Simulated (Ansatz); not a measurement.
# SiGeH₄ (singlet): the correlation ladder at distance Ge2–H6 = 2.095 Å, cc-pVDZ

Aim: climb from Hartree-Fock through coupled cluster and multireference methods for SiGeH₄ (singlet) at one geometry and basis, and see what each rung misses.

Computed with Ansatz 0.2.0, Gaussian basis. Level: cc-pVDZ, core rule «outside noble gas», up to 19 orbitals frozen.

Plan: UHF; CCSD(T) on RHF; CCSD(T) on UHF; BCCD(T) on RHF; CISD; CCSDT(Q) on RHF; CCSDT(Q) on UHF; CASSCF and MRCISD+Q, 2 electrons in 2 orbitals; CASSCF and NEVPT2, 2 electrons in 2 orbitals; CASSCF and MRCISD+Q, 8 electrons in 8 orbitals; CASSCF and NEVPT2, 8 electrons in 8 orbitals.

15 further runs of the same task are left out: 10 that didn't finish, 5 set aside as unsound or not needed.

## (1) What is computed

The geometry derives from a PBE0/def2-TZVP stationary point (not a proven minimum). One bond is set to the value named and the two fragments are kept rigid. No spin-orbit coupling is included. The filled d shell of Ge may be among the frozen orbitals whatever the setting's name suggests; the logs give the count.

6 atoms, charge 0, spin multiplicity 1.

Atoms are counted from 1 here; the program's logs count them from 0.

Bond lengths: Si1–Ge2 2.430 Å, Si1–H3 1.526 Å, Ge2–H4 1.541 Å, Ge2–H5 1.545 Å. Angles: Ge2–Si1–H3 88.8°, Si1–Ge2–H4 114.3°, Si1–Ge2–H5 109.5°, H4–Ge2–H5 107.4°.

## (2) UHF

Contents of in.yaml:

```yaml
crystal:
  periodic: [false, false, false]
  atoms:
    - {symbol: Si, position_ang: [0.003505, -0.095851, 1.770842]}
    - {symbol: Ge, position_ang: [0.004024, 0.010446, -0.656397]}
    - {symbol: H, position_ang: [0.006192, 1.429867, 1.805860]}
    - {symbol: H, position_ang: [-0.027327, -1.363827, -1.352211]}
    - {symbol: H, position_ang: [1.274012, 0.745059, -1.140916]}
    - {symbol: H, position_ang: [-1.640519, 1.106912, -1.350851]}
basis:
  gaussian: {orbitals: cc-pVDZ}
magnetization: {spin_polarized: true, initial_magnetization: 0}
hamiltonian: {xc: hf}
output: {orbitals: {seedname: orbitals}}
```

The run is started by

```sh
> ansatz run in.yaml --threads 1 --pin off --events-out ev --progress --plain --max-ram 2393MiB
```

Further steps of the session: CCSD(T) on RHF; CCSD(T) on UHF; BCCD(T) on RHF; CISD; CCSDT(Q) on RHF; CCSDT(Q) on UHF; CASSCF and MRCISD+Q, 2 electrons in 2 orbitals; CASSCF and NEVPT2, 2 electrons in 2 orbitals; CASSCF and MRCISD+Q, 8 electrons in 8 orbitals; CASSCF and NEVPT2, 8 electrons in 8 orbitals.

Q: Predict the results of all the runs planned. Wanted: RCCSDT(Q) below the RHF energy; RMP2 from RCCSDT(Q); UMP2 from RCCSDT(Q); RCCSD from RCCSDT(Q); RCCSD(T) from RCCSDT(Q); UCCSD(T) from RCCSDT(Q); UCCSDT(Q) from RCCSDT(Q); NEVPT2 pair from RCCSDT(Q); MRCISD+Q pair from RCCSDT(Q).

The runs gave:

| quantity | value |
| --- | --- |
| RCCSDT(Q) below the RHF energy | -6.6670 eV |
| RMP2 from RCCSDT(Q) | +1628.8 meV |
| UMP2 from RCCSDT(Q) | +1815.3 meV |
| RCCSD from RCCSDT(Q) | +240.2 meV |
| RCCSD(T) from RCCSDT(Q) | +51.2 meV |
| UCCSD(T) from RCCSDT(Q) | +67.3 meV |
| UCCSDT(Q) from RCCSDT(Q) | +1.2 meV |
| NEVPT2 pair from RCCSDT(Q) | +1447.5 meV |
| MRCISD+Q pair from RCCSDT(Q) | +58.1 meV |
| levels within 1 kcal/mol (43 meV) | RCCSDT, UCCSDT, UCCSDT(Q) |
| T1 diagnostic | 0.018 |

RCCSD(T) lands +51.2 meV from the yardstick (0.8 % of the correlation energy). Of the multireference levels listed MRCISD+Q pair comes nearest in total energy (+58.1 meV), which doesn't show that its space is the better one. These misses are within one basis, not against nature.
